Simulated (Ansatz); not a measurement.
**C3H5AlF2: up Jacob's ladder to CCSD(T)**

One table from this session's results is given with a row withheld; the runs are named, their logs left out.

Computed with Ansatz 0.2.0, Gaussian basis. Level: functionals in def2-TZVPP, the program's frozen cores in correlated methods.

Levels to be run: PBE-D4, r2SCAN-D4, PBE0-D4, B3LYP-D4, ωB97X-V, ωB97M-V, B2PLYP; CCSD(T)/def2-TZVPP; MP2/def2-QZVPP; extrapolation to the limit.

### Structure used throughout

An earlier PBE0-D4 in a triple-zeta def2 set relaxation fixed the geometry.

SMILES `[F][Al]([F])[CH]1CC1`, 11 atoms, charge 0, spin multiplicity 1.

Atoms are counted from 1 here; the program's logs count them from 0.

Bond lengths: F1–Al2 1.646 Å, Al2–F3 1.643 Å, Al2–C4 1.906 Å, C4–C5 1.521 Å, C4–C6 1.521 Å, C4–H7 1.086 Å, C5–C6 1.481 Å, C5–H8 1.084 Å, C5–H9 1.083 Å, C6–H10 1.083 Å, C6–H11 1.084 Å. Angles: F1–Al2–F3 116.9°, F1–Al2–C4 119.6°, F3–Al2–C4 123.5°, Al2–C4–C5 120.4°, Al2–C4–C6 120.5°, Al2–C4–H7 116.8°, C5–C4–C6 58.3°, C5–C4–H7 113.9°, C6–C4–H7 113.9°, C4–C5–C6 60.9°, C4–C5–H8 118.7°, C4–C5–H9 116.8°, C6–C5–H8 118.1°, C6–C5–H9 118.2°, H8–C5–H9 114.2°, C4–C6–C5 60.9°, C4–C6–H10 116.8°, C4–C6–H11 118.7° and more.

The first run:

in.yaml reads:

```yaml
crystal:
  periodic: [false, false, false]
  atoms:
    - {symbol: F, position_ang: [-0.417461, -2.674712, 0.087964]}
    - {symbol: Al, position_ang: [0.740883, -1.610788, 0.571873]}
    - {symbol: F, position_ang: [2.056317, -2.239532, 1.329969]}
    - {symbol: C, position_ang: [0.507210, 0.251050, 0.238796]}
    - {symbol: C, position_ang: [-0.880590, 0.872024, 0.275300]}
    - {symbol: C, position_ang: [-0.188923, 0.728027, -1.026451]}
    - {symbol: H, position_ang: [1.295286, 0.913666, 0.583793]}
    - {symbol: H, position_ang: [-1.731624, 0.231485, 0.475013]}
    - {symbol: H, position_ang: [-0.961093, 1.863154, 0.704525]}
    - {symbol: H, position_ang: [0.208383, 1.619872, -1.495293]}
    - {symbol: H, position_ang: [-0.562990, -0.011247, -1.724987]}
basis:
  gaussian: {orbitals: def2-TZVPP}
hamiltonian: {xc: pbe, dispersion: d4}
output: {forces: true, orbitals: {seedname: orbitals}}
```

On the command line:

```
$ ansatz run in.yaml --threads 4 --pin off --events-out ev --progress --plain --max-ram 10444MiB
```

Steps of the session up to this table: PBE-D4 (GGA); r2SCAN-D4 (meta-GGA); PBE0-D4 (hybrid); B3LYP-D4 (hybrid); ωB97X-V (range-separated); ωB97M-V (range-separated); B2PLYP (double hybrid); CCSD(T) in def2-TZVPP; MP2 in def2-QZVPP.

One of the session's tables, all rows but one given; the rest of the session is left out.

It belongs to the step «Atomisation energies». 

```
            method  atomisation energy (eV)
            PBE-D4                   48.615
         r2SCAN-D4                   47.872
           PBE0-D4                   47.761
          B3LYP-D4                   47.419
           ωB97X-V                   47.717
           ωB97M-V                   47.739
            B2PLYP                   47.211
     HF/def2-TZVPP                   35.730
    MP2/def2-TZVPP                   47.922
   CCSD/def2-TZVPP                   45.870
CCSD(T)/def2-TZVPP                   46.557
           MP2/CBS                        ?
       CCSD(T)/CBS                   47.740
```

Estimate the missing values for MP2/CBS.

The run gave: atomisation energy (eV): 49.105. In the column «atomisation energy (eV)» it is the highest.
